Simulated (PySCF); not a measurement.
# One shape, several levels: SnNH3Cl2 (SMILES [NH2][SnH]([Cl])[Cl])

Aim: a comparison of 3 runs (HF/def2-SVP, PBE0/def2-SVP, B3LYP/def2-TZVP) of SnNH3Cl2. Input form: a Python script.

The results are computed with PySCF 2.14.0.

### Step 1. Starting point

SnNH3Cl2: 7 atoms, total charge 0, spin state singlet. SMILES: `[NH2][SnH]([Cl])[Cl]`. The coordinates come from a PBE0-D4/def2-TZVP relaxation. This is one conformer, not always the lowest.

Bond lengths: N1–Sn2 2.000 Å, Sn2–Cl3 2.312 Å, Sn2–Cl4 2.312 Å, N1–H5 1.012 Å, N1–H6 1.012 Å, Sn2–H7 1.701 Å. Angles: N1–Sn2–Cl3 104.8°, N1–Sn2–Cl4 104.7°, Cl3–Sn2–Cl4 109.6°, N1–Sn2–H7 121.9°, Cl3–Sn2–H7 107.7°, Cl4–Sn2–H7 107.8°, Sn2–N1–H5 114.2°, Sn2–N1–H6 114.1°, H5–N1–H6 109.1°.

### Step 2. Energy and forces at HF/def2-SVP (core potential) (run 1)

Input file job.py:

```python
import pyscf.grad
from pyscf import gto, scf

mol = gto.Mole()
mol.atom = '''
N   -0.710600   1.087600   0.147900
Sn   0.397000  -0.559500  -0.094300
Cl   0.725200  -1.370400   2.045600
Cl  -0.961000  -2.010500  -1.275400
H   -0.273600   1.800400   0.717800
H   -1.026900   1.503500  -0.718600
H    1.911000  -0.519000  -0.868800
'''
mol.spin = 0
mol.verbose = 3
mol.ecp = {'Sn': 'def2-svp'}
mol.basis = 'def2-svp'
mol.charge = 0
mol.max_memory = 1860
mol.build()

hf = scf.RHF(mol)
hf.conv_tol = 1e-10
hf.kernel()
if not hf.converged:
    hf = hf.newton().run(hf.mo_coeff, hf.mo_occ)

e_tot = hf.e_tot
print('E(%s) = %.9f' % ('HF', e_tot))
grad = hf.Gradients().kernel()
dip = hf.dip_moment()
pop, q = hf.mulliken_pop()
```

The run is started by

```bash
$ OMP_NUM_THREADS=1 python job.py
```

The program printed:

```text
converged SCF energy = -1188.29692752011
[... 11 lines left out ...]
Dipole moment(X, Y, Z, Debye):  1.82932,  3.23209, -1.57544
[... 99 lines left out ...]
charge of    6H =     -0.14736
```

Run time: 9.9 s. Hardware: 1 thread of Intel Xeon at 2.70GHz, shared host; peak memory 0.18 GiB.

### Step 3. Energy and forces at PBE0/def2-SVP (core potential) (run 2)

Input file input.py:

```python
from pyscf import gto, dft

mol = gto.Mole()
mol.atom = [
    ('N', (-0.710600, 1.087600, 0.147900)),
    ('Sn', (0.397000, -0.559500, -0.094300)),
    ('Cl', (0.725200, -1.370400, 2.045600)),
    ('Cl', (-0.961000, -2.010500, -1.275400)),
    ('H', (-0.273600, 1.800400, 0.717800)),
    ('H', (-1.026900, 1.503500, -0.718600)),
    ('H', (1.911000, -0.519000, -0.868800)),
]
mol.basis = 'def2-svp'
mol.ecp = {'Sn': 'def2-svp'}
mol.verbose = 4
mol.charge = 0
mol.max_memory = 1860
mol.build()

mf = dft.RKS(mol)
mf.xc = 'pbe0'
mf.conv_tol = 1e-10
mf.grids.level = 5
mf.kernel()
if not mf.converged:
    mf = mf.newton().run(mf.mo_coeff, mf.mo_occ)

etot = mf.e_tot
print('E = %.10f Eh' % etot)
grad = mf.nuc_grad_method().kernel()
mf.analyze()
```

The run is started by

```bash
$ OMP_NUM_THREADS=1 python input.py
```

The program printed:

```text
PySCF version 2.14.0

[... 106 lines left out ...]
MO #6   energy= -7.26066262601983  occ= 2
[... 16 lines left out ...]
MO #23  energy= -0.816517661526951 occ= 2
[... 16 lines left out ...]
MO #40  energy= 0.173830715034075  occ= 0
[... 16 lines left out ...]
MO #57  energy= 0.793842131755613  occ= 0
[... 16 lines left out ...]
MO #74  energy= 1.32671792225889   occ= 0
[... 16 lines left out ...]
MO #91  energy= 51.8849804334172   occ= 0
[... 101 lines left out ...]
Dipole moment(X, Y, Z, Debye):  1.54459,  3.09944, -1.40347
```

Wall time 38 s (1 thread of Intel Xeon at 2.70GHz, shared host); peak memory 0.89 GiB.

### Step 4. Energy and forces at B3LYP/def2-TZVP (core potential) (run 3)

Input file job.py:

```python
import pyscf.grad
from pyscf import gto, dft

system = gto.M(
    atom=[
    ('N', (-0.710600, 1.087600, 0.147900)),
    ('Sn', (0.397000, -0.559500, -0.094300)),
    ('Cl', (0.725200, -1.370400, 2.045600)),
    ('Cl', (-0.961000, -2.010500, -1.275400)),
    ('H', (-0.273600, 1.800400, 0.717800)),
    ('H', (-1.026900, 1.503500, -0.718600)),
    ('H', (1.911000, -0.519000, -0.868800)),
],
    charge=0,
    verbose=4,
    basis='def2-tzvp',
    spin=0,
    ecp={'Sn': 'def2-svp'},
    max_memory=1860,
)

myscf = dft.RKS(system)
myscf.xc = 'b3lyp'
myscf.conv_tol = 1e-10
myscf.grids.level = 5
myscf.kernel()
if not myscf.converged:
    myscf = myscf.newton().run(myscf.mo_coeff, myscf.mo_occ)

e_final = myscf.e_tot
print('Final energy', e_final)
grad = myscf.Gradients().kernel()
dip = myscf.dip_moment()
pop, q = myscf.mulliken_pop()
```

The run is started by

```bash
$ OMP_NUM_THREADS=1 python job.py
```

The program printed:

```text
PySCF version 2.14.0

[... 79 lines left out ...]
converged SCF energy = -1191.50632419262
Final energy -1191.5063241926184
[... 14 lines left out ...]
Dipole moment(X, Y, Z, Debye):  1.49142,  2.93502, -1.34353
[... 181 lines left out ...]
charge of    6H =     -0.05223
```

Wall time 2 min (1 thread of Intel Xeon at 2.70GHz, shared host); peak memory 2.3 GiB.

### Step 5. Overview of the runs

| run | level | integration grid | energy (Eh) | dipole moment (D) | HOMO energy (eV) | LUMO energy (eV) | wall time |
| --- | --- | --- | --- | --- | --- | --- | --- |
| 1 | HF/def2-SVP (core potential) | – | -1188.296928 | 4.03 | -11.53 | 2.80 | 9.9 s |
| 2 | PBE0/def2-SVP (core potential) | 5 | -1190.640998 | 3.74 | -7.88 | -1.09 | 38 s |
| 3 | B3LYP/def2-TZVP (core potential) | 5 | -1191.506324 | 3.56 | -7.84 | -1.68 | 2 min |

### Step 6. Summary of results

| quantity | value |
| --- | --- |
| run 3: total energy | -1191.50632 Eh |
| run 3: dipole moment | 3.56 D |
| run 3: HOMO energy | -7.84 eV |
| run 3: LUMO energy | -1.68 eV |
| run 3: HOMO–LUMO gap | 6.16 eV |
| run 3: largest force on an atom | 0.381 eV/Å |

In words: The dipole moment (its size) runs from 3.56 D (B3LYP/def2-TZVP) to 4.03 D (HF/def2-SVP). The two ends differ in method and basis. The HOMO–LUMO gap runs from 6.16 eV (B3LYP/def2-TZVP) to 14.33 eV (HF/def2-SVP). Totals of different functionals can't be ranked against each other. All runs together took 2.8 min, the longest 2 min.
